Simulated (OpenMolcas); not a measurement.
# B2H2F2 (SMILES FBBF), step by step

We compute the energy (HF/ANO-RCC-MB), then the energy (CASSCF(2,2)/ANO-RCC-VTZP), then energy and forces (CASSCF(2,2)/ANO-RCC-VTZP), then the energy (PC-NEVPT2(2,2)/ANO-RCC-VTZP) of B2H2F2. 

The calculation is run with OpenMolcas 26.06.

1 further run of the same task is left out (it didn't finish).

### 1 The structure to begin with

B2H2F2: 6 atoms, total charge 0, spin state singlet. As SMILES, `FBBF`. The coordinates come from a GFN2-xTB relaxation. This is one conformer, not always the lowest.

Bond lengths: F1–B2 1.318 Å, B2–B3 1.712 Å, B3–F4 1.318 Å, B2–H5 1.181 Å, B3–H6 1.180 Å. Angles: F1–B2–B3 119.9°, B2–B3–F4 119.9°, F1–B2–H5 113.5°, B3–B2–H5 126.6°, B2–B3–H6 126.6°, F4–B3–H6 113.4°.

### 2 A single-point energy at HF/ANO-RCC-MB (DKH2) (run 1)

step1.input reads:

```
&GATEWAY
  XBAS
  F.ANO-RCC-MB
  B.ANO-RCC-MB
  H.ANO-RCC-MB
  End of Basis
  ZMAT
  F1
  B2 1 1.317881
  B3 2 1.711773 1 119.93771
  F4 3 1.31779 2 119.92772 1 -179.46618
  H5 2 1.180564 1 113.46662 3 179.88119
  H6 3 1.180443 4 113.42326 2 179.9483
  End of ZMAT

&SEWARD
  Relativistic=R02E00

&SCF
  PrOrbitals=0
```

Launch:

```bash
$ export MOLCAS_MEM=1860
$ pymolcas step1.input > step1.log
```

Output, cut to the lines that bear on the results:

```text
--- Start Module: gateway ---
[...]
--- Stop Module: gateway /rc=_RC_ALL_IS_WELL_ ---
--- Start Module: seward ---
[...]
      Basis functions           22
--- Stop Module: seward /rc=_RC_ALL_IS_WELL_ ---
[...]
--- Start Module: scf ---
[...]
       Convergence after   9 Iterations
[...]
::    Total SCF energy                               -249.5164579459
[...]
      Total spin, S                                     0.0000000000
[...]
      Total electronic charge=   30.000000
      Total            charge=   -0.000000
[...]
      Dipole Moment (debye):
      Origin of the operator (angstrom)=    0.7416   -0.0031    1.7450
                   X= -6.0475E-04               Y=  5.0252E-03               Z=  5.8303E-05           Total=  5.0618E-03
      Quadrupole Moment (debye*angstrom):
[...]
--- Stop Module: scf /rc=_RC_ALL_IS_WELL_ ---
[...]
```

Wall time 2.4 s (1 thread of Arm Neoverse V1, shared host); peak memory 0.38 GiB.

### 3 A single-point energy at CASSCF(2,2)/ANO-RCC-VTZP (DKH2, RICD fitting) (run 2)

step2.inp reads:

```
* B2F2H2 CASSCF

&gateway
  xbas
  F.ANO-RCC-MB
  B.ANO-RCC-MB
  H.ANO-RCC-MB
  End of Basis
  zmat
  F1
  B2 1 1.317881
  B3 2 1.711773 1 119.93771
  F4 3 1.31779 2 119.92772 1 -179.46618
  H5 2 1.180564 1 113.46662 3 179.88119
  H6 3 1.180443 4 113.42326 2 179.9483
  End of ZMAT

&seward
  relativistic = R02E00

&rasscf
  fileorb = $CurrDir/step1.ScfOrb
  alter = 2
  1 7 15
  1 16 18
  spin = 1
  nactel = 2 0 0
  inactive = 14
  ras2 = 2
  orblisting = Nothing
>>> COPY $Project.RunFile RUNFIL1
>>> COPY $Project.RasOrb INPORB

&gateway
  xbas
  F.ANO-RCC-VTZP
  B.ANO-RCC-VTZP
  H.ANO-RCC-VTZP
  End of Basis
  zmat
  F1
  B2 1 1.317881
  B3 2 1.711773 1 119.93771
  F4 3 1.31779 2 119.92772 1 -179.46618
  H5 2 1.180564 1 113.46662 3 179.88119
  H6 3 1.180443 4 113.42326 2 179.9483
  End of ZMAT
  ricd

&seward
  relativistic = R02E00
>>> COPY $Project.RunFile RUNFIL2

&expbas

&rasscf
  fileorb = $Project.ExpOrb
  spin = 1
  nactel = 2 0 0
  inactive = 14
  ras2 = 2
  orblisting = Nothing
  orbappear = Compact
```

Launch:

```bash
$ export MOLCAS_MEM=1860
$ pymolcas step2.inp > step2.log
```

Output, cut to the lines that bear on the results:

```text
--- Start Module: gateway ---
[...]
--- Stop Module: gateway /rc=_RC_ALL_IS_WELL_ ---
[...]
      Basis functions           22
[...]
      Number of active orbitals                  2
[...]
      Spin quantum number                      0.0
[...]
      Active orbitals                            2
[...]
      Number of CSFs                             3
[...]
      Number of root(s) required                 1
[...]
      Convergence after 20 iterations
[...]
      printout of CI-coefficients larger than  0.05 for root  1
      energy=    -249.524890
      conf/sym  11     Coeff  Weight
             1  20   0.99694 0.99389
             3  02  -0.07814 0.00611
      Natural orbitals and occupation numbers for root  1
      sym 1:   1.987788   0.012212
      ************************************************************************************************************************
      *                                                    Final results                                                     *
[...]
::    RASSCF root number  1 Total energy:   -249.52489049
[...]
      Basis functions          148
[...]
--- Start Module: expbas ---
[...]
--- Stop Module: expbas /rc=_RC_ALL_IS_WELL_ ---
--- Start Module: rasscf ---
[...]
      Convergence after 11 iterations
[...]
      Natural orbitals and occupation numbers for root  1
      sym 1:   1.986891   0.013109
      ************************************************************************************************************************
      *                                                    Final results                                                     *
[...]
::    RASSCF root number  1 Total energy:   -249.80059424
[...]
      Total electronic charge=   30.000000
      Total            charge=   -0.000000
[...]
      Dipole Moment (debye):
      Origin of the operator (angstrom)=    0.7416   -0.0031    1.7450
                   X= -3.5233E-04               Y=  5.2574E-03               Z= -2.9588E-05           Total=  5.2692E-03
      Quadrupole Moment (debye*angstrom):
[...]
--- Stop Module: rasscf /rc=_RC_ALL_IS_WELL_ ---
[...]
```

Run time: 23 s. Hardware: 1 thread of Arm Neoverse V1, shared host; peak memory 0.38 GiB.

### 4 Energy and gradient at CASSCF(2,2)/ANO-RCC-VTZP (DKH2, RICD fitting, root 1) (run 3)

step3.input reads:

```
* B2F2H2 CASSCF

&GATEWAY
 XBAS
 F.ANO-RCC-VTZP
 B.ANO-RCC-VTZP
 H.ANO-RCC-VTZP
 End of Basis
 ZMAT
 F1
 B2 1 1.317881
 B3 2 1.711773 1 119.93771
 F4 3 1.31779 2 119.92772 1 -179.46618
 H5 2 1.180564 1 113.46662 3 179.88119
 H6 3 1.180443 4 113.42326 2 179.9483
 End of ZMAT
 RICD

&SEWARD
 Relativistic = R02E00

&RASSCF
 FileOrb = $CurrDir/step2.RasOrb
 Spin = 1
 Nactel = 2 0 0
 Inactive = 14
 Ras2 = 2
 OrbListing = Nothing
 OrbAppear = Compact

&ALASKA
```

Launch:

```bash
$ export MOLCAS_MEM=1860
$ pymolcas step3.input > step3.log
```

Output, cut to the lines that bear on the results:

```text
--- Start Module: gateway ---
[...]
--- Stop Module: gateway /rc=_RC_ALL_IS_WELL_ ---
[...]
      Basis functions          148
[...]
      Number of active orbitals                  2
[...]
      Spin quantum number                      0.0
[...]
      Active orbitals                            2
[...]
      Number of CSFs                             3
[...]
      Number of root(s) required                 1
[...]
      Convergence after  4 iterations
[...]
      printout of CI-coefficients larger than  0.05 for root  1
      energy=    -249.800594
      conf/sym  11     Coeff  Weight
             1  20   0.99672 0.99345
             3  02  -0.08096 0.00655
      Natural orbitals and occupation numbers for root  1
      sym 1:   1.986891   0.013109
      ************************************************************************************************************************
      *                                                    Final results                                                     *
[...]
::    RASSCF root number  1 Total energy:   -249.80059425
[...]
      Total electronic charge=   30.000000
      Total            charge=   -0.000000
[...]
      Dipole Moment (debye):
      Origin of the operator (angstrom)=    0.7416   -0.0031    1.7450
                   X= -3.5335E-04               Y=  5.2587E-03               Z= -2.8519E-05           Total=  5.2707E-03
      Quadrupole Moment (debye*angstrom):
[...]
 *              Molecular gradients               *
 **************************************************
  Irreducible representation: a
 ------------------------------------------------------------------------------------------
                              X                       Y                       Z
 ------------------------------------------------------------------------------------------
  F1               -4.93675383258640E-03    6.57963718962932E-05   -2.73921994590154E-03
  B2                1.95084687599389E-02   -1.02534182362499E-04    1.95351260373902E-02
  B3               -1.95334695032061E-02    6.53402032085235E-05   -1.95154758824283E-02
  F4                4.99643821830498E-03    3.40511695902102E-05    2.61574247353735E-03
  H5                4.31584568398335E-03    2.29019302668979E-05   -7.07320888776186E-03
  H6               -4.35052932640634E-03   -8.55554925992923E-05    7.17703620513266E-03
 ------------------------------------------------------------------------------------------
[...]
```

It took 32 s on 1 thread of Arm Neoverse V1, shared host; peak memory 0.4 GiB.

### 5 The energy at PC-NEVPT2(2,2)/ANO-RCC-VTZP (DKH2, RICD fitting, pt2 variant PC-NEVPT2) (run 4)

step4.inp reads:

```
>>> EXPORT MOLCAS_PRINT=2

&gateway
  xbas
  F.ANO-RCC-VTZP
  B.ANO-RCC-VTZP
  H.ANO-RCC-VTZP
  End of Basis
  zmat
  F1
  B2 1 1.317881
  B3 2 1.711773 1 119.93771
  F4 3 1.31779 2 119.92772 1 -179.46618
  H5 2 1.180564 1 113.46662 3 179.88119
  H6 3 1.180443 4 113.42326 2 179.9483
  End of ZMAT
  ricd

&seward
  relativistic=R02E00

&rasscf
  fileorb=$CurrDir/step2.RasOrb
  spin=1
  nactel=2 0 0
  inactive=14
  ras2=2
  orblisting=Nothing
  orbappear=Compact

&caspt2
  pc-nevpt2
```

Launch:

```bash
$ export MOLCAS_MEM=1860
$ pymolcas step4.inp > step4.log
```

Output, cut to the lines that bear on the results:

```text
--- Start Module: gateway ---
[...]
--- Stop Module: gateway /rc=_RC_ALL_IS_WELL_ ---
[...]
      Basis functions          148
[...]
--- Start Module: rasscf ---
[...]
      Number of active orbitals                  2
[...]
      Spin quantum number                      0.0
[...]
      Active orbitals                            2
[...]
      Number of CSFs                             3
[...]
      Number of root(s) required                 1
[...]
      Convergence after  4 iterations
[...]
      printout of CI-coefficients larger than  0.05 for root  1
      energy=    -249.800594
      conf/sym  11     Coeff  Weight
             1  20   0.99672 0.99345
             3  02  -0.08096 0.00655
      Natural orbitals and occupation numbers for root  1
      sym 1:   1.986891   0.013109
      ************************************************************************************************************************
      *                                                    Final results                                                     *
[...]
::    RASSCF root number  1 Total energy:   -249.80059425
[...]
      Total electronic charge=   30.000000
      Total            charge=   -0.000000
[...]
      Dipole Moment (debye):
      Origin of the operator (angstrom)=    0.7416   -0.0031    1.7450
                   X= -3.5335E-04               Y=  5.2587E-03               Z= -2.8519E-05           Total=  5.2707E-03
      Quadrupole Moment (debye*angstrom):
[...]
--- Stop Module: rasscf /rc=_RC_ALL_IS_WELL_ ---
[...]
--- Start Module: caspt2 ---
[...]
      E2 (Variational):          -0.6720342925
[...]
      E2 (Variational):          -0.6720220458
      Total energy:            -250.4726162987
[...]
      Reference weight:           0.87243
[...]
::    PC-NEVPT2 Root  1     Total energy:   -250.47262855
[...]
--- Stop Module: caspt2 /rc=_RC_ALL_IS_WELL_ ---
[...]
```

It took 18 s on 1 thread of Arm Neoverse V1, shared host; peak memory 0.3 GiB.

### 6 Results

| quantity | value |
| --- | --- |
| run 1, HF/ANO-RCC-MB: total energy | -249.51646 Eh |
| run 1, HF/ANO-RCC-MB: dipole moment | 0.01 D |
| run 1, HF/ANO-RCC-MB: HOMO energy | -13.20 eV |
| run 1, HF/ANO-RCC-MB: LUMO energy | -0.22 eV |
| run 1, HF/ANO-RCC-MB: HOMO–LUMO gap | 12.99 eV |
| run 2, CASSCF(2,2)/ANO-RCC-VTZP: total energy | -249.80059 Eh |
| run 2, CASSCF(2,2)/ANO-RCC-VTZP: dipole moment (CASSCF density) | 0.01 D |
| run 3, CASSCF(2,2)/ANO-RCC-VTZP: largest force on an atom | 1.420 eV/Å |
| run 4, PC-NEVPT2(2,2)/ANO-RCC-VTZP: total energy | -250.47263 Eh |
| run 4, PC-NEVPT2(2,2)/ANO-RCC-VTZP: dipole moment (CASSCF density) | 0.01 D |

What this shows: Mulliken charges (run 1, HF/ANO-RCC-MB) run from -0.42 on F1 to +0.39 on B2. The largest force (run 3, CASSCF(2,2)/ANO-RCC-VTZP) is 1.42 eV/Å: the shape isn't a stationary point for this species at this level. Mulliken charges (run 2, CASSCF(2,2)/ANO-RCC-VTZP) run from -0.26 on F1 to +0.20 on B2. Mulliken charges (run 4, PC-NEVPT2(2,2)/ANO-RCC-VTZP) of the CASSCF density run from -0.26 on F1 to +0.20 on B2; they depend strongly on the basis.
